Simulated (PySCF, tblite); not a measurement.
# C3H7NSSi+ (doublet): geometry, infrared bands and EPR parameters

Aim: predict the infrared bands and EPR parameters of C3H7NSSi+ (doublet) (`[H]/N=C\C=C/[S+][SiH3]`).

Computed with tblite 0.8.0 and PySCF 2.14.0, with density-fitted response routines of our own, on a single molecule in the gas phase. Atoms count from 0, in the outputs and in this text.

**1. The starting structure**

13 atoms, charge 1, multiplicity 2; geometry from: force field or distance geometry start.

Bonds of the start (Å): N0–C1 1.30, C1–C2 1.45, C2–C3 1.34, C3–S4 1.81, S4–Si5 2.16, N0–H6 1.03, C1–H7 1.10, C2–H8 1.07, C3–H9 1.06, Si5–H10 1.46, Si5–H11 1.47, Si5–H12 1.47.

**2. Optimising the geometry with GFN2-xTB**

The job: settings as JSON, then the geometry in Å.

```
{"job": {"kind": "relax", "xc": "GFN2-xTB", "basis": "xTB"}, "charge": 1, "multiplicity": 2}
N     -2.578700    -1.511200     0.510100
C     -1.578500    -0.678800     0.563300
C     -1.410700     0.200400    -0.575500
C     -0.399100     1.071700    -0.568500
S      0.716200     1.090600     0.856600
Si     2.569400     0.136900     0.297000
H     -3.183800    -1.471000    -0.322200
H     -0.895700    -0.662600     1.427300
H     -2.060200     0.206000    -1.425700
H     -0.252000     1.735900    -1.385100
H      2.466900    -1.322400     0.281700
H      3.032200     0.681400    -0.983900
H      3.569600     0.523500     1.307000
```

The run is started by

```
> OMP_NUM_THREADS=1 python probes_run.py task.json out
```

One launch serves the whole session: the jobs run in the order shown.

**Question.** This job is followed by: GFN2-xTB harmonic vibrations, gas phase; UKS B3LYP, pcH-1 on C H N S Si, non-relativistic, mean-field spin-orbit, GIAO. Predict these results of the whole session: strongest single infrared mode (GFN2-xTB); zero-point energy (GFN2-xTB); g(iso) (B3LYP); ⟨S²⟩; largest a(iso) (averaged by class).

**Answer**, as computed:

| quantity | value |
| --- | --- |
| strongest single infrared mode (GFN2-xTB) | 888 cm⁻¹, 549 km/mol |
| zero-point energy (GFN2-xTB) | 53.8 kcal/mol |
| g(iso) (B3LYP) | 2.01323 |
| ⟨S²⟩ | 0.774 (exact 0.75) |
| largest a(iso) (averaged by class) | 1H on H7, 66.1 MHz |

**Reading.** Over 118 steps the energy fell by 0.738 eV; of the close pairs, S4–Si5 changed most, 2.158 to 2.273 Å. All 33 modes are real, so the xTB geometry is a minimum. The strongest single mode, at 888 cm⁻¹, moves mainly H6. Unscaled tight-binding wavenumbers are off by several per cent, some by more. Its intensities can rank the bands wrongly. The largest spin populations lie on S4 (0.42 e), N0 (0.39 e), C2 (0.30 e). The isotropic g lies 10.9 ppt above the free-electron value. These values are for one conformer; the search (at its own cheap level) found 2 more, at 0.20, 0.26 kcal/mol, and measured spectra average over such forms.
